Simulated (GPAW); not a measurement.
# GeCN2 (R-3m) in GPAW: notebook, part 2 of 2

GPAW 26.7.0. Earlier steps stand in the parts before.

### 4 Band structure, PBEsol

run.py

```python
from ase import Atoms
from ase.dft.bandgap import bandgap
from ase.io import write
from ase.units import GPa
from gpaw import GPAW, PW, setup_paths

setup_paths.insert(0, '.')

atoms = Atoms(['Ge', 'N', 'N', 'C'],
              cell=[[1.7937903697, 1.0356453528, 4.9219572124],
                    [-1.7937903697, 1.0356453528, 4.9219572124],
                    [0.0, -2.0712907056, 4.9219572124]],
              scaled_positions=[[0.0, 0.0, 0.0],
                                [0.5839044, 0.5839044, 0.5839044],
                                [0.4160956, 0.4160956, 0.4160956],
                                [0.5, 0.5, 0.5]],
              pbc=True)

calc = GPAW(mode=PW(800),
            xc='PBEsol',
            kpts={'size': (6, 6, 6), 'gamma': True},
            occupations={'name': 'fermi-dirac', 'width': 0.05},
            nbands=20,
            convergence={'density': 1e-05, 'energy': 1e-05},
            maxiter=150,
            txt='gpaw.txt')
atoms.calc = calc
energy = atoms.get_potential_energy()
forces = atoms.get_forces()
stress = atoms.get_stress()
calc.write('gs.gpw')
write('result.traj', atoms)
print(f'Energy: {energy:.6f} eV')
print('Forces (eV/A):')
print(forces.round(4))
print('Stress (GPa):', (stress / GPa).round(3))
print('Fermi level:', round(calc.get_fermi_level(), 4), 'eV')
print(f'Gap: {bandgap(calc)[0]:.4f} eV, direct: {bandgap(calc, direct=True)[0]:.4f} eV')

path = atoms.cell.bandpath('GLB1,BZGX,QFP1Z,LP', npoints=60, eps=1e-4)
bs_calc = calc.fixed_density(kpts=path, symmetry='off', nbands=33,
                             convergence={'bands': 'CBM+6.0', 'eigenstates': 1e-6}, txt='bands.txt')
bs = bs_calc.band_structure()
bs.write('bs.json')
print(f'Gap on the path: {bandgap(bs_calc)[0]:.4f} eV')
```

Potentials or basis: PAW data sets generated in the run's folder for this functional, pw.

On the command line:

```sh
$ gpaw-setup -f PBEsol C Ge N
$ OMP_NUM_THREADS=1 python run.py
```

gpaw.txt:

```text
__  _  _
 | _ |_)|_||  |
 |__||  | ||/\| - 26.7.0

Input parameters:
  mode=PW(ecut=800.0),
  convergence={'density': 1e-05, 'energy': 1e-05},
  kpts=MonkhorstPack(size=(6, 6, 6), gamma=True),
  maxiter=150,
  nbands=20,
  occupations=Occupations(name='fermi-dirac', width=0.05),
  xc=XC(name='PBEsol')

Diagonalizing LCAO Hamiltonian
Converting LCAO to pw mode

       N
       C

       N

       Ge

Atoms  # Å, Bohr magnetons
|   | symbol |         x |         y |        z |    initial magnetic moments |
|---|--------|-----------|-----------|----------|-----------------------------|
| 0 |     Ge |  0.000000 |  0.000000 | 0.000000 | ( 0.0000,  0.0000,  0.0000) |
| 1 |      N | -0.000000 | -0.000000 | 8.621857 | ( 0.0000,  0.0000,  0.0000) |
| 2 |      N | -0.000000 |  0.000000 | 6.144014 | ( 0.0000,  0.0000,  0.0000) |
| 3 |      C |  0.000000 |  0.000000 | 7.382936 | ( 0.0000,  0.0000,  0.0000) |

Unit cell  # Å
| periodic |         x |         y |        z |  lengths |    angles |
|----------|-----------|-----------|----------|----------|-----------|
|      yes |  1.793790 |  1.035645 | 4.921957 | 5.340029 | 39.256253 |
|      yes | -1.793790 |  1.035645 | 4.921957 | 5.340029 | 39.256253 |
|      yes |  0.000000 | -2.071291 | 4.921957 | 5.340029 | 39.256253 |

Number of symmetries: 12
Symmetry operations  # r_c * U_cc + t_c -> r_c
|    | kind |            matrix            |
|----|------|------------------------------|
|  0 |  E   |  1, 0, 0,  0, 1, 0,  0, 0, 1 |
|  1 |  σ   |  1, 0, 0,  0, 0, 1,  0, 1, 0 |
|  2 |  σ   |  0, 1, 0,  1, 0, 0,  0, 0, 1 |
|  3 |  C3  |  0, 1, 0,  0, 0, 1,  1, 0, 0 |
|  4 |  C3  |  0, 0, 1,  1, 0, 0,  0, 1, 0 |
|  5 |  σ   |  0, 0, 1,  0, 1, 0,  1, 0, 0 |
|  6 |  C2  |  0, 0,-1,  0,-1, 0, -1, 0, 0 |
|  7 |  S6  |  0, 0,-1, -1, 0, 0,  0,-1, 0 |
|  8 |  S6  |  0,-1, 0,  0, 0,-1, -1, 0, 0 |
|  9 |  C2  |  0,-1, 0, -1, 0, 0,  0, 0,-1 |
| 10 |  C2  | -1, 0, 0,  0, 0,-1,  0,-1, 0 |
| 11 |  i   | -1, 0, 0,  0,-1, 0,  0, 0,-1 |

BZ-sampling:
  Number of BZ points: 216
  Number of IBZ points: 32

  Monkhorst-Pack size: [6, 6, 6]
  Monkhorst-Pack shift: [0.08333333333333333, 0.08333333333333333, 0.08333333333333333]

K-points  # in reciprocal-cell coordinates
|     |                                coordinates |     weight |
|-----|--------------------------------------------|------------|
|   0 | (  0.00000000,   0.00000000,   0.00000000) | 0.00462963 |
|   1 | (  0.16666667,   0.00000000,  -0.16666667) | 0.02777778 |
|   2 | (  0.16666667,   0.00000000,   0.00000000) | 0.02777778 |
|   3 | (  0.16666667,   0.16666667,  -0.16666667) | 0.02777778 |
|   4 | (  0.16666667,   0.16666667,   0.00000000) | 0.02777778 |
|   5 | (  0.16666667,   0.16666667,   0.16666667) | 0.00925926 |
|   6 | (  0.33333333,  -0.16666667,  -0.16666667) | 0.02777778 |
|   7 | (  0.33333333,   0.00000000,  -0.33333333) | 0.02777778 |
|   8 | (  0.33333333,   0.00000000,  -0.16666667) | 0.05555556 |
|   9 | (  0.33333333,   0.00000000,   0.00000000) | 0.02777778 |
| ... |                                            |            |
|  31 | (  0.50000000,   0.50000000,   0.50000000) | 0.00462963 |

Plane wave coefficients: 2836
Cutoff: 800.0 eV

Spin-components: 1 (collinear spins)
Bands:           20
Projectors:      20
Spin-degeneracy: 2
Datatype:        complex128

Parallelization:
  kpt:    1
  domain: 1
  band:   1

Density:
  Valence electrons: 18.0
  Components: 1
  Grid points: [35 35 35]
  Charge: 0.0  # |e|

Potential:
  Grid points: [35 35 35]

species:
  Ge:
    name:    Germanium
    Z:       32.0
    valence: 4
    core:    28
    charge:  0.0  # [|e|]
    compensation charges:
      type: gauss
      rc: 0.32  # [Å]
      lmax: 2
    cutoffs:
      filter: 1.77  # [Å]
      core: 3.42  # [Å]
    projectors
    | kind |    occ | energy [eV] | rcut [Å] |
    |------|--------|-------------|----------|
    |   4s |  2.000 |     -11.738 |    1.005 |
    |   4p |  2.000 |      -3.898 |    1.005 |
    |    s |        |      15.473 |    1.005 |
    |    p |        |      23.314 |    1.005 |
    |    d |        |       0.000 |    1.005 |

    Using partial waves for Ge as LCAO basis

  N:
    name:    Nitrogen
    Z:       7.0
    valence: 5
    core:    2
    charge:  0.0  # [|e|]
    compensation charges:
      type: gauss
      rc: 0.18  # [Å]
      lmax: 2
    cutoffs:
      filter: 1.11  # [Å]
      core: 0.96  # [Å]
    projectors
    | kind |    occ | energy [eV] | rcut [Å] |
    |------|--------|-------------|----------|
    |   2s |  2.000 |     -18.455 |    0.603 |
    |   2p |  3.000 |      -7.035 |    0.529 |
    |    s |        |       8.756 |    0.603 |
    |    p |        |      20.177 |    0.529 |
    |    d |        |       0.000 |    0.577 |

    Using partial waves for N as LCAO basis

  C:
    name:    Carbon
    Z:       6.0
    valence: 4
    core:    2
    charge:  0.0  # [|e|]
    compensation charges:
      type: gauss
      rc: 0.20  # [Å]
      lmax: 2
    cutoffs:
      filter: 1.14  # [Å]
      core: 1.14  # [Å]
    projectors
    | kind |    occ | energy [eV] | rcut [Å] |
    |------|--------|-------------|----------|
    |   2s |  2.000 |     -13.648 |    0.635 |
    |   2p |  2.000 |      -5.232 |    0.635 |
    |    s |        |      13.563 |    0.635 |
    |    p |        |      21.979 |    0.635 |
    |    d |        |       0.000 |    0.635 |

    Using partial waves for C as LCAO basis

Reference energy: -61030.662083  # eV

eigensolver:
  PPCG
  Converge bands: occupied
  niter=2

density mixing:
  MSR1-Mixer
  Pratt-step length: 0.05
  Maximum mixing coefficient: 0.75
  Old densities: 10
  SVD Regularization: 0.005
  Good broyden scale: 1.0
  Trust region scale: 1.0
  Backstep threshold: 4.0
  History deletion threshold: 6.0
  Fourier metric: weight=20.0, sigma=0.015

occupation numbers:
  Fermi-Dirac:
    width: 0.0500  # eV

poisson solver:
  ecut: 6400.0  # eV

xc functional:
  name: PBEsol with 2 nearest neighbor stencil

convergence criteria:
[... 6 lines left out ...]
|iter     | |      energy | eigst |  dens |
|---------|-|-------------|-------|-------|
|iter:   1| |  -33.712112 | +0.39 |       |
|iter:   2| |  -33.002049 | -1.59 | -0.71 |
|iter:   3| |  -30.773822 | -0.91 | -0.77 |
|iter:   4| |  -30.747709 | -2.63 | -1.44 |
|iter:   5| |  -30.746265 | -2.78 | -1.80 |
|iter:   6| |  -30.742740 | -3.45 | -2.09 |
|iter:   7| |  -30.742808 | -4.87 | -2.72 |
|iter:   8| |  -30.742812c| -6.29 | -3.48 |
|iter:   9| |  -30.742813c| -7.41c| -4.02 |
|iter:  10| |  -30.742813c| -7.92c| -4.88 |
|iter:  11| |  -30.742813c| -8.60c| -5.39c|

Converged in 11 steps
Energy contributions relative to reference atoms: (reference = -61030.662083)

Energy contributions:
  Kinetic:          26.777149
  Coulomb:         -29.420063
  Zero:              0.201170
  External:          0.000000
  Xc:              -28.301067
  Entropy:          -0.000003
  Spinorbit:         0.000000
  ----------------------------
  Free energy:     -30.742814
  Extrapolated:    -30.742813

dipole moment: (0.000000, 0.000000, -48.710084)  # |e|*Ang

Fermi level: 5.124
Eigenvalues  # (at kpt = [0.000, 0.000, 0.000])
| band index |      eig [eV] | occ [0-2] |
|------------|---------------|-----------|
|          0 |       -14.592 |     2.000 |
|          1 |       -12.443 |     2.000 |
|          2 |        -6.113 |     2.000 |
|          3 |        -0.829 |     2.000 |
|          4 |        -0.602 |     2.000 |
|          5 |        -0.602 |     2.000 |
[... 9 lines left out ...]
|         15 |        14.440 |     0.000 |
|         16 |        15.162 |     0.000 |
|        ... |               |           |
|         19 |        18.630 |     0.000 |

Gap: 0.931 eV
Transition (v -> c):
  (s=0, k=29, n=8, [0.50, 0.50, 0.17]) -> (s=0, k=31, n=9, [0.50, 0.50, 0.50])
Direct/indirect transitions are different
Direct gap: 1.946 eV
Transition at: (s=0, k=30, n=8, [0.50, 0.50, 0.33])

Forces  # eV/Ang
|        x |        y |        z |
|----------|----------|----------|
| -0.00000 | -0.00000 | -0.00000 |  # Ge   0
|  0.00000 |  0.00000 |  0.12572 |  # N    1
|  0.00000 | -0.00000 | -0.12572 |  # N    2
|  0.00000 |  0.00000 | -0.00000 |  # C    3

Stress tensor  # eV/Ang^3
|         x |         y |        z |
|-----------|-----------|----------|
|  0.025710 | -0.000000 | 0.000000 |
| -0.000000 |  0.025710 | 0.000000 |
|  0.000000 |  0.000000 | 0.024432 |

# Writing to gs.gpw (mode='')
```

Run time: 2.3 min. Hardware: 1 thread of Arm Neoverse V2, shared host; peak memory 0.41 GiB.

What came out:

```yaml
Free_energy: -30.7428 eV
Pressure: -4.1 GPa
Largest_force: 0.126 eV/Å
Band_gap_on_the_k_mesh: 0.93 eV, indirect (least direct gap 1.95 eV)
Band_gap_along_the_path: 0.95 eV, indirect (least direct gap 1.81 eV)
```

Forces in eV/Å, atoms in the order of the input:
```
Ge   0.000  0.000  0.000
N    0.000  0.000  0.126
N    0.000  0.000 -0.126
C    0.000  0.000  0.000
```

Levels at the corners of the path, in eV from the valence-band top:
| point | band 7 | band 8 | band 9 | band 10 | band 11 | band 12 |
| --- | --- | --- | --- | --- | --- | --- |
| Γ | -2.09 | -1.90 | -1.90 | 2.45 | 3.23 | 3.23 |
| L | -3.89 | -3.27 | -3.21 | 2.79 | 4.99 | 5.19 |
| B1 | -4.89 | -3.05 | -0.76 | 2.16 | 3.56 | 4.67 |
| B | -4.89 | -3.05 | -0.76 | 2.16 | 3.56 | 4.67 |
| Z | -1.98 | -1.98 | -1.08 | 0.95 | 4.73 | 4.73 |
| Γ | -2.09 | -1.90 | -1.90 | 2.45 | 3.23 | 3.23 |
| X | -5.16 | -2.99 | -0.98 | 2.45 | 3.39 | 4.91 |
| Q | -5.16 | -2.99 | -0.98 | 2.45 | 3.39 | 4.91 |
| F | -5.75 | -1.75 | 0.00 | 2.01 | 2.08 | 3.96 |
| P1 | -5.10 | -2.19 | -0.72 | 2.62 | 2.72 | 3.53 |
| Z | -1.98 | -1.98 | -1.08 | 0.95 | 4.73 | 4.73 |
| L | -3.89 | -3.27 | -3.21 | 2.79 | 4.99 | 5.19 |
| P | -5.10 | -2.19 | -0.72 | 2.62 | 2.72 | 3.53 |

Caveat: the program warned that so skewed a cell can give wrong results.
